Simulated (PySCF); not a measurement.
# A workflow on CH2BNO (BH2(NCO))

We compute a geometry optimisation (HF-D3(BJ)/6-311G*), then the harmonic vibrations, then a single-point energy (CCSD(T)/4-31G), then the excited states (TDA-CF22D/aug-cc-pVDZ) of CH2BNO (BH2(NCO)). 

Program for the calculation: PySCF 2.14.0.

### Step 1. Starting point

CH2BNO has 6 atoms, charge 0, and is taken as a singlet. SMILES: `[H]B([H])N=C=O`. All atoms were displaced at random from a relaxed shape. The run starts from this shape.

Bond lengths: B1–N4 1.376 Å, N4–C5 1.303 Å, C5–O6 1.030 Å, B1–H2 1.199 Å, B1–H3 1.282 Å. Angles: B1–N4–C5 171.2°, N4–C5–O6 170.8°, H2–B1–N4 125.4°, H3–B1–N4 112.3°, H2–B1–H3 120.8°.

### Step 2. A structure relaxation at HF-D3(BJ)/6-311G(d) (run 1)

The input, calc.py:

```python
# BH2(NCO)
from pyscf import gto, scf
from pyscf.geomopt.geometric_solver import kernel as optimise

system = gto.M(
    atom=[
    ('B', (0.597627, 0.947250, -0.095907)),
    ('H', (1.783698, 0.978144, 0.075806)),
    ('H', (-0.097988, 2.023305, -0.072487)),
    ('N', (-0.186005, -0.182550, -0.042398)),
    ('C', (-0.756238, -1.353710, 0.003769)),
    ('O', (-1.349386, -2.195654, 0.037196)),
],
    verbose=3,
    max_memory=1860,
    basis='6-311g*',
)

mf = scf.RHF(system)
mf.disp = 'd3bj'
converged, mol_eq = optimise(mf, maxsteps=100)
print('converged:', converged)
print(mol_eq.tostring())

mf.reset(mol_eq)
system = mol_eq
mf.kernel()
e_final = mf.e_tot
print('Final energy', e_final)
```

Started as:

```console
$ OMP_NUM_THREADS=1 python calc.py
```

The program printed:

```text
maxiter                   100
[... 46 lines left out ...]
WARN: Mole.unit (angstrom) is changed to Bohr
[... 24 lines left out ...]
converged SCF energy = -193.125873079976
[... 68 lines left out ...]
converged SCF energy = -193.132184271288
[... 68 lines left out ...]
converged SCF energy = -193.132851440695
[... 68 lines left out ...]
converged SCF energy = -193.132998704022
[... 68 lines left out ...]
converged SCF energy = -193.133228791814
[... 58 lines left out ...]
Converged! =D
[... 1 line left out ...]
converged: True
B           0.47748445        0.97618563       -0.03334977
H           1.62386287        0.67338866        0.05390027
H           0.13547332        2.10899100       -0.10119800
N          -0.51259647       -0.03599234       -0.05861979
C          -0.72432832       -1.20235187       -0.00138214
O          -1.00818786       -2.30343608        0.04662843
converged SCF energy = -193.13323624929
Final energy -193.13323624929018
```

Run time: 2.7 min. Hardware: 1 thread of Intel Xeon at 2.50GHz (Skylake/Cascade Lake), shared host; peak memory 0.17 GiB.

Step by step:

```csv
step,energy from the first frame kept (eV),largest force (eV/Å)
0,0.0000,26.0954
1,-1.5455,6.4203
2,-1.4499,2.5797
3,-1.6675,1.2930
4,-1.7173,0.8859
5,-1.7321,0.5016
6,-1.7345,0.1329
7,-1.7354,0.0797
8,-1.7358,0.0722
9,-1.7370,0.1593
10,-1.7394,0.3465
11,-1.7409,0.4386
12,-1.7438,0.2928
13,-1.7457,0.1353
14,-1.7459,0.0330
15,-1.7459,0.0144
```

After the run. Bond lengths: B1–N4 1.416 Å, N4–C5 1.187 Å, C5–O6 1.138 Å, B1–H2 1.189 Å, B1–H3 1.185 Å. Angles: B1–N4–C5 145.7°, N4–C5–O6 175.8°, H2–B1–N4 119.6°, H3–B1–N4 118.7°, H2–B1–H3 121.7°.

### Step 3. Vibrational wavenumbers at HF-D3(BJ)/6-311G(d) (run 2)

The input, input.py:

```python
import numpy
from pyscf import gto, symm
from pyscf.hessian import thermo

mol = gto.Mole()
mol.atom = [
    ('B', (0.934683, 1.677102, -0.024236)),
    ('H', (2.081062, 1.374305, 0.063014)),
    ('H', (0.592672, 2.809907, -0.092084)),
    ('N', (-0.055397, 0.664924, -0.049506)),
    ('C', (-0.267129, -0.501436, 0.007732)),
    ('O', (-0.550989, -1.602520, 0.055742)),
]
mol.charge = 0
mol.verbose = 3
mol.basis = '6-311g*'
mol.max_memory = 1860
mol.build()

mf = mol.RHF()
mf.disp = 'd3bj'
mf.kernel()

e_tot = mf.e_tot
print('E = %.10f Eh' % e_tot)
hess = mf.Hessian().kernel()
modes = thermo.harmonic_analysis(mol, hess)
print('frequencies (1/cm)', numpy.round(modes['freq_wavenumber'], 1))
symm.geom.TOLERANCE = 1e-3  # for the symmetry number
th = thermo.thermo(mf, modes['freq_au'], 298.15, 101325)
thermo.dump_thermo(mol, th)
```

Started as:

```console
$ OMP_NUM_THREADS=1 python input.py
```

The program printed:

```text
converged SCF energy = -193.133236249072
E = -193.1332362491 Eh

WARN: DFTD3 does not support analytical Hessian, using finite difference

WARN: Mole.unit (angstrom) is changed to Bohr

frequencies (1/cm) [ 100.7  173.1  713.2  745.7  973.8 1038.4 1107.4 1351.9 1680.1 2503.2
 2684.6 2774. ]
temperature 298.1500 [K]
pressure 101325.00 [Pa]
Rotational constants [GHz] 116.78440 4.75581 4.56987
Symmetry number 1
Zero-point energy (ZPE) 0.03610 [Eh]   94780.284 [J/mol]
                           tot       elec      trans        rot        vib
Entropy [J/mol/K]       280.133      0.000    158.688     93.573     27.871
Cv [J/mol/K]             52.379      0.000     12.472     12.472     27.435
Cp [J/mol/K]             60.693      0.000     20.786     12.472     27.435
Internal energy [J/mol]                      3718.434   3718.434  99108.788
Internal energy [Eh]   -193.09266  -193.13324
Enthalpy [J/mol]                             6197.391   3718.434  99108.788
Enthalpy [Eh]          -193.09171
Gibbs free energy [J/mol]                  -41115.552 -24180.328  90798.964
Gibbs free energy [Eh] -193.12352
```

It took 1.9 min on 1 thread of Intel Xeon at 2.50GHz (Skylake/Cascade Lake), shared host; peak memory 0.16 GiB.

### Step 4. A single-point energy at CCSD(T)/4-31G (run 3)

The input, geometry.xyz:

```xyz
6

B      0.477484     0.976186    -0.033350
H      1.623863     0.673389     0.053900
H      0.135473     2.108991    -0.101198
N     -0.512596    -0.035992    -0.058620
C     -0.724328    -1.202352    -0.001382
O     -1.008188    -2.303436     0.046628
```

The input, run.py:

```python
# BH2(NCO)
from pyscf import gto, scf, cc

mol = gto.Mole()
mol.atom = 'geometry.xyz'
mol.max_memory = 1860
mol.verbose = 4
mol.basis = '4-31g'
mol.build()

mf = scf.RHF(mol)
mf.kernel()

mycc = cc.CCSD(mf, frozen=4)
mycc.kernel()
e_t = mycc.ccsd_t()
e_final = mycc.e_tot + e_t
print('Final energy', e_final)
```

Started as:

```console
$ OMP_NUM_THREADS=1 python run.py
```

The program printed:

```text
PySCF version 2.14.0

[... 62 lines left out ...]
converged SCF energy = -192.753559353596
[... 12 lines left out ...]
Init t2, MP2 energy = -193.127368526409  E_corr(MP2) -0.373809172813416
[... 14 lines left out ...]
CCSD converged
[... 2 lines left out ...]
Final energy -193.14733698784121
```

Run time: 6 s. Hardware: 1 thread of Intel Xeon at 2.50GHz (Skylake/Cascade Lake), shared host; peak memory 0.12 GiB.

### Step 5. The vertical excitations at TDA-CF22D/aug-cc-pVDZ (density fitting with cc-pvdz-jkfit, C-PCM chloroform, spin of roots triplet) (run 4)

The input, start.xyz:

```xyz
6

B      0.477484     0.976186    -0.033350
H      1.623863     0.673389     0.053900
H      0.135473     2.108991    -0.101198
N     -0.512596    -0.035992    -0.058620
C     -0.724328    -1.202352    -0.001382
O     -1.008188    -2.303436     0.046628
```

The input, input.py:

```python
from pyscf import gto, dft, tdscf, solvent

molecule = gto.Mole()
molecule.atom = 'start.xyz'
molecule.spin = 0
molecule.max_memory = 1860
molecule.basis = 'aug-cc-pvdz'
molecule.verbose = 4
molecule.charge = 0
molecule.build()

mf = dft.RKS(molecule)
mf.xc = 'cf22d'
mf = mf.density_fit(auxbasis='cc-pvdz-jkfit')
mf = mf.PCM()
mf.with_solvent.method = 'C-PCM'
mf.with_solvent.eps = 4.7113
mf.kernel()

e_tot = mf.e_tot
print('E = %.10f Eh' % e_tot)

td = mf.TDA()
td.nstates = 5
td.singlet = False
td.kernel()
td.analyze()
roots = td.e * 27.211386
```

Started as:

```console
$ OMP_NUM_THREADS=1 python input.py
```

The program printed:

```text
PySCF version 2.14.0

[... 60 lines left out ...]
Solvent Energy = -9.16464323156472e-05
[... 9 lines left out ...]
Solvent Energy = -0.0010620005255682
[... 7 lines left out ...]
Solvent Energy = -0.00204995044255604
[... 7 lines left out ...]
Solvent Energy = -0.00210149998761802
[... 7 lines left out ...]
Solvent Energy = -0.00210408491646033
[... 7 lines left out ...]
Solvent Energy = -0.00210381012905377
[... 5 lines left out ...]
converged SCF energy = -194.025366082867
[... 44 lines left out ...]
** Transition electric dipole moments (AU) **
[... 7 lines left out ...]
** Transition velocity dipole moments (imaginary part, AU) **
state          X           Y           Z        Dip. S.      Osc.
  1        -0.0000     -0.0000     -0.0000      0.0000      0.0000
  2        -0.0000     -0.0000     -0.0000      0.0000      0.0000
  3        -0.0000     -0.0000     -0.0000      0.0000      0.0000
  4        -0.0000     -0.0000     -0.0000      0.0000      0.0000
  5        -0.0000     -0.0000     -0.0000      0.0000      0.0000

** Transition magnetic dipole moments (imaginary part, AU) **
state          X           Y           Z
  1        -0.0000     -0.0000     -0.0000
  2        -0.0000     -0.0000     -0.0000
  3        -0.0000     -0.0000     -0.0000
  4        -0.0000     -0.0000     -0.0000
  5        -0.0000     -0.0000     -0.0000
```

Run time: 6.9 min. Hardware: 1 thread of Intel Xeon at 2.50GHz (Skylake/Cascade Lake), shared host; peak memory 0.75 GiB.

The roots found:

```csv
excited state,energy (eV)
1,4.584
2,5.726
3,6.830
4,6.859
5,7.523
```

### Step 6. Summary of results

| quantity | value |
| --- | --- |
| run 1, HF-D3(BJ)/6-311G*: total energy at the end | -193.13324 Eh |
| run 1, HF-D3(BJ)/6-311G*: dipole moment | 1.19 D |
| run 1, HF-D3(BJ)/6-311G*: HOMO energy | -11.80 eV |
| run 1, HF-D3(BJ)/6-311G*: LUMO energy | 2.05 eV |
| run 1, HF-D3(BJ)/6-311G*: HOMO–LUMO gap | 13.85 eV |
| run 1, HF-D3(BJ)/6-311G*: dispersion energy | -75.01 kJ/mol |
| run 2, HF-D3(BJ)/6-311G*: lowest harmonic wavenumber | 101 cm⁻¹ |
| run 2, HF-D3(BJ)/6-311G*: highest harmonic wavenumber | 2774 cm⁻¹ |
| run 2, HF-D3(BJ)/6-311G*: zero-point energy | 94.8 kJ/mol |
| run 2, HF-D3(BJ)/6-311G*: ideal-gas entropy at 298.15 K (symmetry number 1 as used) | 67.0 cal/(mol K) |
| run 3, CCSD(T)/4-31G: total energy | -193.14734 Eh |
| run 3, CCSD(T)/4-31G: dipole moment (Hartree–Fock density) | 1.63 D |
| run 3, CCSD(T)/4-31G: HOMO energy (Hartree–Fock orbitals) | -11.63 eV |
| run 3, CCSD(T)/4-31G: LUMO energy (Hartree–Fock orbitals) | 2.28 eV |
| run 3, CCSD(T)/4-31G: HOMO–LUMO gap (Hartree–Fock orbitals) | 13.91 eV |
| run 3, CCSD(T)/4-31G: correlation energy (4 core orbitals frozen) | -393.8 mEh |
| run 3, CCSD(T)/4-31G: (T) correction | -15.96 mEh |
| run 3, CCSD(T)/4-31G: T1 diagnostic | 0.019 |
| run 4, TDA-CF22D/aug-cc-pVDZ: ground-state or mean-field energy | -194.02537 Eh |
| run 4, TDA-CF22D/aug-cc-pVDZ: dipole moment (CF22D Kohn–Sham density) | 1.00 D |
| run 4, TDA-CF22D/aug-cc-pVDZ: HOMO energy (CF22D Kohn–Sham orbitals) | -9.24 eV |
| run 4, TDA-CF22D/aug-cc-pVDZ: LUMO energy (CF22D Kohn–Sham orbitals) | -1.05 eV |
| run 4, TDA-CF22D/aug-cc-pVDZ: HOMO–LUMO gap (CF22D Kohn–Sham orbitals) | 8.19 eV |
| run 4, TDA-CF22D/aug-cc-pVDZ: dispersion energy | -0.14 kJ/mol |
| run 4, TDA-CF22D/aug-cc-pVDZ: solvent term in the energy | -5.5 kJ/mol |
| run 4, TDA-CF22D/aug-cc-pVDZ: lowest triplet excitation energy | 4.58 eV |

The optimisation (run 1, HF-D3(BJ)/6-311G*) took 15 steps and changed the energy by -1.746 eV. All 12 modes (run 2, HF-D3(BJ)/6-311G*) are real, so the shape is a minimum at this level. Mulliken charges (run 2, HF-D3(BJ)/6-311G*) run from -0.55 on N4 to +0.73 on C5; they depend strongly on the basis. The triples (run 3, CCSD(T)/4-31G) make up 4.1 % of the correlation energy. Mulliken charges (run 4, TDA-CF22D/aug-cc-pVDZ) of the mean-field density run from -1.16 on B1 to +0.65 on H3; in a basis this large or diffuse they mean little.
